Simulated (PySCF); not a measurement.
**A diatomic session: GaBi+**

One table from this session's results is given with a row withheld; the runs are named, their logs left out.

Method: Ga cc-pVDZ-PP with ECP10, Bi cc-pVDZ-PP with ECP60, scalar-relativistic core potentials; program: PySCF 2.14.0.

Set-up of the first run:

A driver script around PySCF takes these settings:

```yaml
atoms: Ga, Bi
charge: 1
basis: Ga cc-pVDZ-PP with ECP10, Bi cc-pVDZ-PP with ECP60
Hamiltonian: scalar-relativistic core potentials
basis_functions: 46
electrons_treated: 43
masses_in_u: 68.9256, 208.9804
levels: PBE0, PBE, r²SCAN, BLYP, M06, BHandHLYP, HF, MP2, SCS-MP2, CCSD, CCSD(T)
grid: 80 radial by 434 angular points
occupations: held fixed by the projection of orbital angular momentum
dissociation_limit: Ga+ + Bi, each in its ground configuration
starting_distance_in_angstrom: 2.765
values_of_2S_to_try: 1, 3
```

The run is started by

```bash
$ OMP_NUM_THREADS=1 python dia.py task.json out
```

Steps of the session up to this table: The job; The PBE0 curve of the state that the search chose; Other states along the same grid; PBE; r²SCAN (meta-GGA); BLYP (GGA); M06 (hybrid meta-GGA); BHandHLYP; UHF (mean field); Adding correlation.

One of the session's tables, all rows but one given; the rest of the session is left out.

| level | Re (Å) | ωe (cm⁻¹) | De (eV) |
| --- | --- | --- | --- |
| UHF | 3.303 | 66.0 | 0.311 |
| UHF-MP2 | 3.104 | 85.3 | 0.51 |
| UHF-SCS-MP2 | 3.162 | 79.0 | 0.450 |
| UHF-CCSD | 3.124 | 85.9 | 0.51 |
| UHF-CCSD(T) | 3.093 | 89.9 | 0.55 |
| PBE | 2.994 | 102.0 | 0.94 |
| BLYP | 3.077 | 91.2 | 0.86 |
| r²SCAN | ? | ? | ? |
| PBE0 | 2.989 | 101.2 | 0.81 |
| M06 | 2.989 | 106.6 | 0.93 |
| BHandHLYP | 3.058 | 91.8 | 0.66 |

Q: Estimate the row for r²SCAN from the others.

As computed: Re (Å): 2.960; ωe (cm⁻¹): 105.7; De (eV): 0.90. In the column «Re (Å)» it is the lowest.

De is counted to Ga+ + Bi in their ground configurations.
